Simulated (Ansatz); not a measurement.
**CH₈FNO₂Si₂: a ladder of functionals and wavefunction methods**

The task here is to estimate one member of a computed series from the others.

The runs use Ansatz 0.2.0, Gaussian basis; functionals in def2-TZVPP, the program's frozen cores in correlated methods.

Levels to be run: PBE-D4, r2SCAN-D4, PBE0-D4, B3LYP-D4, ωB97X-V, ωB97M-V, B2PLYP; CCSD(T)/def2-TZVPP; MP2/def2-QZVPP; extrapolation to the limit.

### The geometry

The geometry comes from an earlier relaxation with PBE0-D4 in a triple-zeta def2 set; it is a stationary point, not always the lowest conformer.

15 atoms, charge 0, spin multiplicity 1.

Atoms are counted from 1 here; the program's logs count them from 0.

Bond lengths: C1–Si2 1.850 Å, C1–H8 1.092 Å, C1–H9 1.093 Å, C1–H10 1.093 Å, Si2–F3 1.616 Å, Si2–N4 1.712 Å, Si2–H11 1.480 Å, N4–Si5 1.727 Å, N4–H12 1.010 Å, Si5–O6 1.636 Å, Si5–O7 1.637 Å, Si5–H13 1.472 Å, O6–H14 0.960 Å, O7–H15 0.958 Å. Angles: Si2–C1–H8 110.5°, Si2–C1–H9 110.7°, Si2–C1–H10 111.2°, H8–C1–H9 107.9°, H8–C1–H10 108.0°, H9–C1–H10 108.4°, C1–Si2–F3 108.9°, C1–Si2–N4 110.9°, C1–Si2–H11 112.9°, F3–Si2–N4 108.0°, F3–Si2–H11 104.0°, N4–Si2–H11 111.7°, Si2–N4–Si5 126.4°, Si2–N4–H12 116.8°, Si5–N4–H12 116.7°, N4–Si5–O6 106.3°, N4–Si5–O7 109.5°, N4–Si5–H13 115.0° and more.

Set-up of the first run:

The input, in.yaml:

```yaml
crystal:
  periodic: [false, false, false]
  atoms:
    - {symbol: C, position_ang: [1.165917, -2.264235, -0.618033]}
    - {symbol: Si, position_ang: [0.743938, -0.779997, 0.403214]}
    - {symbol: F, position_ang: [1.973645, 0.266143, 0.341165]}
    - {symbol: N, position_ang: [-0.650123, 0.004206, -0.206532]}
    - {symbol: Si, position_ang: [-1.355046, 1.458781, 0.400788]}
    - {symbol: O, position_ang: [-0.237500, 2.135535, 1.384980]}
    - {symbol: O, position_ang: [-1.857968, 2.387217, -0.850765]}
    - {symbol: H, position_ang: [2.094101, -2.719517, -0.265376]}
    - {symbol: H, position_ang: [0.376118, -3.016918, -0.551099]}
    - {symbol: H, position_ang: [1.299095, -1.996162, -1.669183]}
    - {symbol: H, position_ang: [0.610625, -1.090640, 1.844451]}
    - {symbol: H, position_ang: [-1.067600, -0.389035, -1.037572]}
    - {symbol: H, position_ang: [-2.567281, 1.269404, 1.213261]}
    - {symbol: H, position_ang: [0.686077, 2.095662, 1.124957]}
    - {symbol: H, position_ang: [-1.213989, 2.639555, -1.514276]}
basis:
  gaussian: {orbitals: def2-TZVPP}
hamiltonian: {xc: pbe, dispersion: d4}
output: {forces: true, orbitals: {seedname: orbitals}}
```

Run with:

```
ansatz run in.yaml --threads 2 --pin off --events-out ev --progress --plain --max-ram 22528MiB --backend cuda --devices 0, --max-vram 18GiB
```

Among the steps run: PBE-D4 (GGA); r2SCAN-D4 (meta-GGA); PBE0-D4 (hybrid); B3LYP-D4 (hybrid); ωB97X-V (range-separated); ωB97M-V (range-separated); B2PLYP (double hybrid); CCSD(T) in def2-TZVPP; MP2 in def2-QZVPP.

One table of the session follows, with a row left open; its other results are not shown here.

It belongs to the step «Atomisation energies». 

```
            method  atomisation energy (kJ/mol)
            PBE-D4                       5905.6
         r2SCAN-D4                       5854.9
           PBE0-D4                       5802.3
          B3LYP-D4                       5841.7
           ωB97X-V                       5878.6
           ωB97M-V                       5882.0
            B2PLYP                       5793.2
     HF/def2-TZVPP                       4251.2
    MP2/def2-TZVPP                       5830.2
   CCSD/def2-TZVPP                            ?
CCSD(T)/def2-TZVPP                       5708.0
           MP2/CBS                       6008.5
       CCSD(T)/CBS                       5886.3
```

Q: Estimate the row for CCSD/def2-TZVPP from the others.

**Answer.** atomisation energy (kJ/mol): 5627.8. In the column «atomisation energy (kJ/mol)» it lies between HF/def2-TZVPP (4251.2) and CCSD(T)/def2-TZVPP (5708.0).
